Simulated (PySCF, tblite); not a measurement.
# C2H7GeO radical: geometry, infrared bands and EPR parameters

What infrared bands and EPR parameters should C2H7GeO radical (`C[CH][O][GeH3]`) show?

The runs use tblite 0.8.0 and PySCF 2.14.0, with density-fitted response routines of our own; the level of theory stands in each step. All values are computed, except where a source is named. Atoms are numbered from 0 throughout.

### Step 1. The molecule as given

11 atoms, charge 0, multiplicity 2; geometry from: force field or distance geometry start.

Bonds of the start (Å): C0–C1 1.50, C1–O2 1.40, O2–Ge3 1.78, C0–H4 1.10, C0–H5 1.12, C0–H6 1.11, C1–H7 1.11, Ge3–H8 1.55, Ge3–H9 1.55, Ge3–H10 1.56.

### Step 2. Relaxing the molecule with GFN2-xTB

Job settings and geometry (Å):

```
{"job": {"kind": "relax", "xc": "GFN2-xTB", "basis": "xTB"}, "charge": 0, "multiplicity": 2}
C     -1.684300     0.316900    -0.551600
C     -0.591400    -0.511000     0.061600
O      0.596200    -0.387600    -0.670000
Ge     1.843400     0.057700     0.517100
H     -1.893900    -0.024200    -1.580800
H     -2.623700     0.214400     0.049700
H     -1.391900     1.391600    -0.569800
H     -0.883700    -1.579200     0.104200
H      3.208900     0.221600    -0.196300
H      1.458800     1.380400     1.227600
H      1.967000    -1.077900     1.582300
```

Command:

```console
$ OMP_NUM_THREADS=1 python probes_run.py task.json out
```

This one command runs all jobs of the session in turn.

Standard output:

```text
step      E/eV     max force
  0    -374.54174    2.170
  1    -374.66828    1.370
  2    -374.77256    0.558
  3    -374.79694    0.475
  4    -374.81517    0.565
  5    -374.82653    0.452
  6    -374.83697    0.283
  7    -374.84778    0.266
  8    -374.85808    0.270
  9    -374.86461    0.205
 10    -374.86776    0.129
 11    -374.86994    0.124
 12    -374.87299    0.155
 13    -374.87613    0.149
 14    -374.87805    0.103
 15    -374.87901    0.095
 16    -374.88003    0.080
 17    -374.88104    0.088
 18    -374.88181    0.105
 19    -374.88244    0.103
 20    -374.88318    0.086
 21    -374.88417    0.099
 22    -374.88526    0.086
 23    -374.88615    0.085
 24    -374.88689    0.075
 25    -374.88778    0.094
 26    -374.88877    0.110
 27    -374.88961    0.087
 28    -374.89028    0.081
 29    -374.89096    0.078
 30    -374.89182    0.101
 31    -374.89283    0.086
 32    -374.89365    0.068
 33    -374.89420    0.074
 34    -374.89472    0.088
 35    -374.89537    0.106
 36    -374.89600    0.117
 37    -374.89661    0.081
 38    -374.89697    0.040
 39    -374.89709    0.033
 40    -374.89724    0.030
 41    -374.89734    0.029
 42    -374.89742    0.019
 43    -374.89746    0.018
 44    -374.89749    0.016
 45    -374.89752    0.018
 46    -374.89755    0.015
 47    -374.89759    0.022
 48    -374.89764    0.018
 49    -374.89767    0.019
 50    -374.89771    0.021
 51    -374.89777    0.025
 52    -374.89787    0.041
 53    -374.89803    0.052
 54    -374.89825    0.051
 55    -374.89855    0.059
 56    -374.89895    0.059
 57    -374.89943    0.059
 58    -374.89988    0.056
 59    -374.90039    0.073
 60    -374.90099    0.089
 61    -374.90162    0.087
 62    -374.90242    0.087
 63    -374.90349    0.073
 64    -374.89690    0.309
 65    -374.90470    0.053
 66    -374.90525    0.040
 67    -374.90460    0.157
 68    -374.90618    0.038
 69    -374.90652    0.037
 70    -374.90683    0.100
 71    -374.90741    0.047
 72    -374.90781    0.033
 73    -374.90867    0.084
 74    -374.90887    0.033
 75    -374.90902    0.030
 76    -374.90934    0.031
 77    -374.90942    0.036
 78    -374.90960    0.043
 79    -374.90998    0.058
 80    -374.91024    0.045
 81    -374.91038    0.059
 82    -374.91057    0.038
 83    -374.91070    0.028
 84    -374.91091    0.037
 85    -374.91107    0.043
 86    -374.91122    0.029
 87    -374.91130    0.021
 88    -374.91135    0.014
 89    -374.91140    0.014
 90    -374.91143    0.019
 91    -374.91145    0.011
 92    -374.91147    0.015
 93    -374.91150    0.014
 94    -374.91153    0.016
 95    -374.91156    0.016
 96    -374.91159    0.016
 97    -374.91163    0.021
 98    -374.91172    0.030
 99    -374.91184    0.050
100    -374.91206    0.060
101    -374.91287    0.104
102    -374.91364    0.090
103    -374.91575    0.077
104    -374.91559    0.353
105    -374.92460    0.133
106    -374.92894    0.186
107    -374.92777    0.434
108    -374.93495    0.229
109    -374.93757    0.210
110    -374.94310    0.138
111    -374.94605    0.322
112    -374.95208    0.146
113    -374.95651    0.197
114    -374.96216    0.310
115    -374.96829    0.213
116    -374.96664    0.426
117    -374.97814    0.188
118    -374.98079    0.209
119    -374.98514    0.186
120    -374.98742    0.247
121    -374.98945    0.145
122    -374.99049    0.129
123    -374.99111    0.094
124    -374.99148    0.070
125    -374.99179    0.052
126    -374.99205    0.052
127    -374.99219    0.026
128    -374.99231    0.026
129    -374.99242    0.034
130    -374.99246    0.012
131    -374.99247    0.024
132    -374.99249    0.016
133    -374.99250    0.008
```

Run time: 0.88 s. Hardware: 1 thread of Arm Neoverse N1, shared host.

Step by step: (not every step is listed)

```tsv
step	energy from step 0 (eV)	largest force (eV/Å)
0	0.0000	2.1699
1	-0.1265	1.3700
2	-0.2308	0.5583
3	-0.2552	0.4751
4	-0.2734	0.5648
5	-0.2848	0.4525
6	-0.2952	0.2827
7	-0.3060	0.2655
8	-0.3163	0.2696
20	-0.3414	0.0864
32	-0.3519	0.0680
44	-0.3558	0.0157
56	-0.3572	0.0589
68	-0.3644	0.0381
80	-0.3685	0.0451
92	-0.3697	0.0146
104	-0.3739	0.3528
116	-0.4249	0.4259
128	-0.4506	0.0261
129	-0.4507	0.0336
130	-0.4507	0.0124
131	-0.4507	0.0242
132	-0.4507	0.0161
133	-0.4508	0.0081
```

Close pairs (by a distance rule), those that changed most:

```tsv
bond	before (Å)	after (Å)	change (Å)
Ge3–H8	1.549	1.487	-0.062
Ge3–H10	1.562	1.505	-0.057
Ge3–H9	1.550	1.504	-0.046
C1–O2	1.400	1.358	-0.042
C0–H5	1.120	1.087	-0.033
C1–H7	1.108	1.078	-0.030
O2–Ge3	1.778	1.755	-0.023
C0–C1	1.502	1.479	-0.023
```

The final coordinates are the input of the step that follows.

### Step 3. Harmonic vibrations with GFN2-xTB

Job settings and geometry (Å):

```
{"job": {"kind": "ir", "xc": "GFN2-xTB", "basis": "xTB"}, "charge": 0, "multiplicity": 2}
C     -1.514604     0.293651    -0.186805
C     -0.728168    -0.949216    -0.341653
O      0.629641    -0.921161    -0.364303
Ge     1.751230     0.188908     0.404521
H     -1.420431     0.949885    -1.063433
H     -2.566810     0.058952    -0.047658
H     -1.149349     0.857764     0.677952
H     -1.139462    -1.809484    -0.844999
H      3.032035    -0.415387    -0.049084
H      1.534166     1.586058    -0.109238
H      1.577176     0.162701     1.898737
```

Standard output:

```text
mode    cm-1     km/mol
  1      97.7      2.14
  2     120.7      0.54
  3     152.8      1.84
  4     198.3      2.26
  5     379.6     20.47
  6     446.5     22.38
  7     481.4    105.34
  8     542.3     77.55
  9     623.4    116.23
 10     752.4    235.20
 11     786.4    166.40
 12     822.6    163.69
 13     963.7     10.07
 14    1003.2      3.01
 15    1119.2     11.88
 16    1208.9     40.73
 17    1317.4    117.77
 18    1387.1     12.34
 19    1451.9      6.48
 20    1467.3      2.53
 21    1918.6    124.46
 22    1965.3    534.35
 23    2102.9    362.58
 24    2847.1     42.44
 25    2925.3     40.73
 26    3037.9     20.61
 27    3073.5     52.50
```

Run time: 0.31 s. Hardware: 1 thread of Arm Neoverse N1, shared host.

Which atoms move in the most intense modes:

```tsv
cm⁻¹	km/mol	atoms
623	116.2	H8 37 %, H9 20 %, O2 17 %, H10 12 %
752	235.2	H8 44 %, H9 34 %, H10 19 %
786	166.4	H8 58 %, H10 21 %, H9 19 %
823	163.7	H10 48 %, H9 48 %
1317	117.8	C1 53 %, H7 25 %, O2 10 %
1919	124.5	H10 57 %, H9 37 %
1965	534.4	H9 59 %, H10 40 %
2103	362.6	H8 94 %
```

### Step 4. EPR parameters: B3LYP/def2-TZVP-core+pcH-1

Same as in step 3 but for these lines:

```diff
@@ -1,2 +1,2 @@
-{"job": {"kind": "ir", "xc": "GFN2-xTB", "basis": "xTB"}, "charge": 0, "multiplicity": 2}
+{"job": {"kind": "epr", "basis": "pcH-1"}, "charge": 0, "multiplicity": 2}
 C     -1.514604     0.293651    -0.186805
```

Level: UKS B3LYP, def2-TZVP-core on Ge, pcH-1 on C H O, non-relativistic, mean-field spin-orbit, GIAO.

Standard output:

```text
UKS, coarse grid
  cycle   1  E = -2232.52208159  |g| = 1.40e+00
  cycle   2  E = -2232.21027928  |g| = 1.31e+00
  cycle   3  E = -2232.55300618  |g| = 6.06e-01
  cycle   4  E = -2232.66430355  |g| = 1.65e-01
  cycle   5  E = -2232.67010500  |g| = 4.04e-02
  cycle   6  E = -2232.67060166  |g| = 5.77e-03
  cycle   7  E = -2232.67061728  |g| = 2.02e-03
  cycle   8  E = -2232.67061795  |g| = 4.90e-04
UKS, final grid
  cycle   1  E = -2232.67058937  |g| = 6.06e-04
  cycle   2  E = -2232.67058907  |g| = 1.11e-03
  cycle   3  E = -2232.67058951  |g| = 8.54e-05
  cycle   4  E = -2232.67058952  |g| = 3.80e-05
  cycle   5  E = -2232.67058952  |g| = 9.44e-06
E = -2232.67058952 Eh   <S^2> = 0.7534 (exact 0.7500)
g shifts (ppm)      1          2          3
  rmc          -181       -181       -181
  gc              1         34         37
  oz_so        -377        134       1962
  total        -557        -13       1818
hyperfine (MHz)  atom isotope    a_iso     a_fc   dipolar eigenvalues
    0   13C     -22.10     -22.11     -1.85     -1.72      3.57
    1   13C     137.62     137.71    -78.37    -76.66    155.02
    2   17O     -14.09     -14.22    -53.06     25.45     27.60
    3  73Ge      -0.88      -0.88     -0.75      0.24      0.52
    4    1H     135.03     135.03     -4.59     -3.09      7.68
    5    1H      11.94      11.94     -5.67     -4.15      9.83
    6    1H      54.68      54.68     -5.23     -4.52      9.75
    7    1H     -48.21     -48.23    -35.72     -1.55     37.26
    8    1H      -2.68      -2.68     -2.08     -1.61      3.69
    9    1H       3.58       3.58     -1.86     -1.74      3.59
   10    1H      16.10      16.10     -2.14     -1.96      4.10
```

Run time: 2.1 min. Hardware: 1 thread of Arm Neoverse N1, shared host; peak memory 0.93 GiB.

Principal g values 2.00176, 2.00231, 2.00414; g(iso) = 2.00274, against 2.00232 for a free electron.

Hyperfine couplings; where a row names several nuclei, a(iso) is their mean (it holds for fast rotation or exchange) and the dipolar term the largest among them:

```tsv
nuclei	isotope	a(iso) (MHz)	a(iso) (G, at g = 2.0023)	largest dipolar term (MHz)
C1	13C	137.6	49.1	155.0
H4, H5, H6	1H	67.2	24.0	9.8
H7	1H	-48.2	-17.2	37.3
C0	13C	-22.1	-7.9	3.6
O2	17O	-14.1	-5.0	-53.1
H8, H9, H10	1H	5.7	2.0	4.1
Ge3	73Ge	-0.9	-0.3	-0.8
```

Mulliken spin populations:

```tsv
atom	value (e)
C0	-0.07
C1	0.90
O2	0.10
Ge3	0.00
H4	0.07
H5	0.00
H6	0.02
H7	-0.04
H8	0.00
H9	0.00
H10	0.02
```

In first order the couplings over 0.8 MHz of 1H give 32 distinct lines over 95.2 G, if the averaged nuclei exchange fast.

The fields below are evaluated on a grid from the run's orbitals.

ELF in a plane through or near 6 of the atoms.

Values, 10 rows by 14 columns:
```
0.00 0.00 0.00 0.00 0.00 0.00 0.00 0.00 0.00 0.00 0.00 0.00 0.00 0.00
0.00 0.00 0.00 0.00 0.00 0.00 0.00 0.00 0.01 0.01 0.00 0.00 0.00 0.00
0.00 0.00 0.01 0.09 0.00 0.08 0.34 0.02 0.91 0.98 0.35 0.00 0.00 0.00
0.00 0.02 0.81 0.98 0.12 0.36 0.89 0.38 0.96 0.96 0.13 0.00 0.00 0.00
0.00 0.13 0.96 0.99 0.30 0.20 0.70 0.76 0.25 0.23 0.14 0.10 0.00 0.00
0.00 0.01 0.18 0.37 0.60 0.62 0.21 0.05 0.47 0.54 0.99 0.93 0.01 0.00
0.00 0.00 0.00 0.08 0.34 0.51 0.09 0.53 0.96 0.47 0.72 0.44 0.00 0.00
0.00 0.00 0.00 0.02 0.19 0.38 0.03 0.14 0.74 0.09 0.02 0.00 0.00 0.00
0.00 0.00 0.00 0.00 0.00 0.01 0.00 0.00 0.00 0.00 0.00 0.00 0.00 0.00
0.00 0.00 0.00 0.00 0.00 0.00 0.00 0.00 0.00 0.00 0.00 0.00 0.00 0.00
```
The map spans 11.1 Å across and 8.9 Å up, centred on the molecule. Atoms in the plane (x, y in Å): C0 (1.5, -0.4), C1 (0.8, 0.9), O2 (-0.5, 1.1), Ge3 (-1.8, -0.1), H5 (2.5, -0.4), H7 (1.4, 1.8).

On the surface of density 0.002 e/bohr³ the electrostatic potential runs, from the 1st to the 99th percentile, from -1.22 V near O2 to 1.54 V near Ge3.

The spin density lies nearest to C1 61 %; O2 14 %; H7 9 %; H4 6 %.

### Step 5. Outcome

```
                                 quantity                  value
strongest single infrared mode (GFN2-xTB)  1965 cm⁻¹, 534 km/mol
             zero-point energy (GFN2-xTB)          47.5 kcal/mol
                           g(iso) (B3LYP)                2.00274
                                     ⟨S²⟩     0.753 (exact 0.75)
       largest a(iso) (averaged by class)   13C on C1, 137.6 MHz
    surface potential, 1st and 99th percentile     -1.22 V and 1.54 V
```

What this shows: Over 133 steps the energy fell by 0.451 eV; of the close pairs, Ge3–H8 changed most, 1.549 to 1.487 Å. No mode is imaginary among the 27: a minimum at this level. The strongest single mode, at 1965 cm⁻¹, moves mainly H9 and H10. GFN2-xTB is a fitted tight-binding method: band positions and strengths are rough. Its intensities can rank the bands wrongly. Most of the unpaired spin sits on C1 (0.90 e). The isotropic g lies 0.4 ppt above the free-electron value. The hyperfine terms hold no scalar relativity, which the heavier nuclei need.
